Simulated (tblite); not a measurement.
# CH12AsNSi3: the cost of one run

Programs: tblite 0.8.0 and PySCF 2.14.0, with density-fitted response routines of our own. Each step states its level of theory. These are calculated values for one molecule in the gas phase, unless marked as measured. Atoms count from 0, in the outputs and in this text.

**1. Starting geometry**

18 atoms, charge 0, multiplicity 1; geometry from: force field or distance geometry start.

Bonds of the start (Å): C0–Si1 1.89, Si1–As2 2.33, Si1–N3 1.80, N3–Si4 1.78, N3–Si5 1.80, C0–H6 1.11, C0–H7 1.12, C0–H8 1.11, Si1–H9 1.46, As2–H10 1.55, As2–H11 1.56, Si4–H12 1.47, Si4–H13 1.48, Si4–H14 1.48, Si5–H15 1.46, Si5–H16 1.47, Si5–H17 1.47.

**2. Geometry optimisation with GFN2-xTB**

Job settings and geometry (Å):

```
{"job": {"kind": "relax", "xc": "GFN2-xTB", "basis": "xTB"}, "charge": 0, "multiplicity": 1}
C      1.264600    -1.775200     0.490300
Si     0.568200    -0.334100    -0.507000
As     2.385400     0.904700    -1.267400
N     -0.494200     0.694200     0.518000
Si    -1.166100     1.988100    -0.500300
Si    -1.888200    -0.311000     1.066800
H      0.438800    -2.469400     0.752500
H      1.739100    -1.384000     1.420500
H      2.016100    -2.313700    -0.116300
H     -0.182000    -0.863700    -1.644800
H      3.042300     0.912600     0.140700
H      3.144100    -0.379800    -1.713800
H     -1.848600     1.414100    -1.669300
H     -0.079600     2.878500    -0.959300
H     -2.131000     2.797600     0.267800
H     -2.533100    -0.954900    -0.071700
H     -1.419700    -1.332300     2.019400
H     -2.864700     0.534500     1.762300
```

Command:

```console
OMP_NUM_THREADS=1 python probes_run.py task.json out
```

One launch serves the whole session: the jobs run in the order shown.

**Question.** How long does this first job take on 1 thread of Arm Neoverse V2, shared host, and how much memory does it need?

About 1.9 s, with a peak of 0.18 GiB.
